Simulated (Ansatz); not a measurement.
# Rh: the cost of one run

Program: Ansatz 0.2.0. Level of theory: DFT PBEsol, scalar-relativistic, plane waves, PAW. These are calculated values, not measurements.

### 1 The system as given

It takes space group Fm-3m (No. 225, cubic). The conventional cell has a = 3.803 Å, b = 3.803 Å, c = 3.803 Å, α = 90.00°, β = 90.00°, γ = 90.00°. Rh (site symmetry m-3m) has 12 Rh at 2.69 Å in its first shell of neighbours.

Coordinates:

```
Rh
1.0
     0.00000    1.90155    1.90155
     1.90155    0.00000    1.90155
     1.90155    1.90155    0.00000
Rh
1
Direct
  0.00000 0.00000 0.00000
```

No relaxation comes first: the listed cell is the starting point.

### 2 Zero of energy

Reference values: F = -6338.7492 eV; pressure -5.11 GPa; largest force 0.000 eV/Å; gap on the mesh none (metal). It was computed beforehand with the settings of the runs below.

### 3 Setting up a trigonal deformation path

At fixed volume and fractional coordinates, lengths along (0.577, 0.577, 0.577) are scaled against those across it; ρ is that ratio over its starting value.

### 4 ρ = 0.500

input.yaml

```yaml
crystal:
  lattice:
    - [-0.7986009575, 1.597201915, 1.597201915]
    - [1.597201915, -0.7986009575, 1.597201915]
    - [1.597201915, 1.597201915, -0.7986009575]
  atoms:
    - { symbol: Rh, position: [0.0, 0.0, 0.0] }
basis:
  ecutwfc: 420
kpoints:
  mp_grid: { grid: [24, 24, 24] }
hamiltonian:
  xc: pbesol
scf:
  occupations: { method: gaussian, width: 0.15 }
output:
  forces: true
  stress: true
  eigenvalues: true
```

Started as:

```
$ ansatz run input.yaml --threads 1 --pin off --max-ram 2560MiB --backend cpu --events-out ev --progress --plain --runs-dir out
```

Q: Estimate wall time and peak memory on 1 thread of Intel Xeon Platinum 8259CL at 2.50GHz (Skylake/Cascade Lake), shared host.

About 8.4 s, with a peak of 0.4 GiB.
